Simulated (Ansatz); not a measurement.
**C2H8GeO: how energies converge with the basis set**

Aim: see how fast density functionals converge with the basis set for C2H8GeO.

The runs use Ansatz 0.2.0, Gaussian basis; one geometry, several basis sets.

The runs, in order: PBE0-D4/def2-SVP; ωB97M-V/def2-SVP; PBE0-D4/def2-QZVPP; ωB97M-V/def2-QZVPP; the functionals' def2-TZVPP values are taken from earlier runs.

### 1 The geometry

The geometry comes from an earlier relaxation with PBE0-D4 in a triple-zeta def2 set; it is a stationary point, not always the lowest conformer.

SMILES `CC[O][GeH3]`, 12 atoms, charge 0, spin multiplicity 1.

Atoms are counted from 1 here; the program's logs count them from 0.

Bond lengths: C1–C2 1.509 Å, C1–H5 1.092 Å, C1–H6 1.093 Å, C1–H7 1.092 Å, C2–O3 1.412 Å, C2–H8 1.101 Å, C2–H9 1.101 Å, O3–Ge4 1.779 Å, Ge4–H10 1.542 Å, Ge4–H11 1.531 Å, Ge4–H12 1.542 Å. Angles: C2–C1–H5 110.4°, C2–C1–H6 110.6°, C2–C1–H7 110.4°, H5–C1–H6 108.6°, H5–C1–H7 108.3°, H6–C1–H7 108.6°, C1–C2–O3 109.0°, C1–C2–H8 109.9°, C1–C2–H9 109.9°, O3–C2–H8 110.5°, O3–C2–H9 110.6°, H8–C2–H9 107.0°, C2–O3–Ge4 118.0°, O3–Ge4–H10 109.0°, O3–Ge4–H11 105.0°, O3–Ge4–H12 109.0°, H10–Ge4–H11 112.0°, H10–Ge4–H12 109.7° and more.

Geometry (Å):

```
C    -1.1301    1.5652    0.2440
C    -0.1185    0.4693    0.4744
O    -0.0773   -0.3640   -0.6643
Ge    1.0498   -1.7400   -0.6512
H    -2.1201    1.1389    0.0703
H    -1.1835    2.2268    1.1122
H    -0.8553    2.1594   -0.6297
H    -0.3926   -0.1114    1.3684
H     0.8719    0.9089    0.6679
H     2.4877   -1.2106   -0.4803
H     0.8496   -2.4278   -2.0043
H     0.6953   -2.6697    0.5265
```

### 2 PBE0-D4 in def2-SVP

The input, in.yaml:

```yaml
crystal:
  periodic: [false, false, false]
  atoms:
    - {symbol: C, position_ang: [-1.130133, 1.565170, 0.244004]}
    - {symbol: C, position_ang: [-0.118528, 0.469332, 0.474448]}
    - {symbol: O, position_ang: [-0.077298, -0.364018, -0.664329]}
    - {symbol: Ge, position_ang: [1.049836, -1.740047, -0.651196]}
    - {symbol: H, position_ang: [-2.120129, 1.138913, 0.070270]}
    - {symbol: H, position_ang: [-1.183493, 2.226837, 1.112214]}
    - {symbol: H, position_ang: [-0.855255, 2.159368, -0.629693]}
    - {symbol: H, position_ang: [-0.392601, -0.111380, 1.368375]}
    - {symbol: H, position_ang: [0.871877, 0.908850, 0.667896]}
    - {symbol: H, position_ang: [2.487708, -1.210606, -0.480307]}
    - {symbol: H, position_ang: [0.849615, -2.427802, -2.004306]}
    - {symbol: H, position_ang: [0.695300, -2.669716, 0.526523]}
basis:
  gaussian: {orbitals: def2-SVP}
hamiltonian: {xc: pbe0, dispersion: d4}
output: {orbitals: {seedname: orbitals}}
```

On the command line:

```
ansatz run in.yaml --threads 4 --pin off --events-out ev --progress --plain --max-ram 10444MiB
```

The runs that follow: ωB97M-V in def2-SVP; PBE0-D4 in def2-QZVPP; ωB97M-V in def2-QZVPP.

**Question.** What will the summary of the whole plan be? Wanted: PBE0-D4: double and triple zeta above quadruple; ωB97M-V: double and triple zeta above quadruple.

As calculated:

| quantity | value |
| --- | --- |
| PBE0-D4: double and triple zeta above quadruple | 13.50, 1.48 eV |
| ωB97M-V: double and triple zeta above quadruple | 13.68, 1.45 eV |

In words: PBE0-D4 gains 12.02 eV from double to triple zeta, then 1.48 eV more. Total energies overstate the basis error of differences, where much of it tends to cancel. The LUMO of ωB97M-V is positive and keeps falling with the basis (2.49 to 1.57 eV): an unbound level that the basis holds in place.
